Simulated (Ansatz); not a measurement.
# GeH₃F (singlet): the correlation ladder, cc-pVTZ

How much of the correlation energy of GeH₃F (singlet) does each wave-function method recover here?

Method: cc-pVTZ, core rule «outside noble gas», up to 15 orbitals frozen; program: Ansatz 0.2.0, Gaussian basis.

Plan: UHF; CCSD(T) on RHF; BCCD(T) on RHF; CCSDT(Q) on RHF.

1 further run of the same task is left out (for a known fault of the program).

### 1 The system

The geometry is a PBE0/def2-TZVP stationary point (not a proven minimum). No spin-orbit coupling is included. The filled d shell of Ge may be among the frozen orbitals whatever the setting's name suggests; the logs give the count.

5 atoms, charge 0, spin multiplicity 1.

Atoms are counted from 1 here; the program's logs count them from 0.

Bond lengths: Ge1–F2 1.742 Å, Ge1–H3 1.533 Å, Ge1–H4 1.533 Å, Ge1–H5 1.533 Å. Angles: F2–Ge1–H3 106.2°, F2–Ge1–H4 106.2°, F2–Ge1–H5 106.2°, H3–Ge1–H4 112.5°, H3–Ge1–H5 112.5°, H4–Ge1–H5 112.5°.

### 2 UHF

Contents of in.yaml:

```yaml
crystal:
  periodic: [false, false, false]
  atoms:
    - {symbol: Ge, position_ang: [-0.335893, -0.002403, 0.001544]}
    - {symbol: F, position_ang: [1.406007, 0.010057, -0.006463]}
    - {symbol: H, position_ang: [-0.775318, 1.466462, 0.004484]}
    - {symbol: H, position_ang: [-0.753666, -0.742234, 1.277782]}
    - {symbol: H, position_ang: [-0.765397, -0.740640, -1.271719]}
basis:
  gaussian: {orbitals: cc-pVTZ}
magnetization: {spin_polarized: true, initial_magnetization: 0}
hamiltonian: {xc: hf}
output: {orbitals: {seedname: orbitals}}
```

Launch:

```sh
$ ansatz run in.yaml --threads 1 --pin off --events-out ev --progress --plain --max-ram 4096MiB --backend cpu
```

The runs that follow: CCSD(T) on RHF; BCCD(T) on RHF; CCSDT(Q) on RHF.

**Question.** What will the summary of the whole plan be? Wanted: RCCSDT(Q) below the RHF energy; RMP2 from RCCSDT(Q); RCCSD from RCCSDT(Q); RCCSD(T) from RCCSDT(Q); T1 diagnostic.

The runs gave:

| quantity | value |
| --- | --- |
| RCCSDT(Q) below the RHF energy | -11.2689 eV |
| RMP2 from RCCSDT(Q) | +847.5 meV |
| RCCSD from RCCSDT(Q) | +317.5 meV |
| RCCSD(T) from RCCSDT(Q) | +24.0 meV |
| levels within 1 kcal/mol (43 meV) | RCCSD(T), BCCD(T), RCCSDT |
| T1 diagnostic | 0.011 |

What this shows: RCCSD(T) lands +24.0 meV from the yardstick (0.2 % of the correlation energy). These misses are within one basis, not against nature.
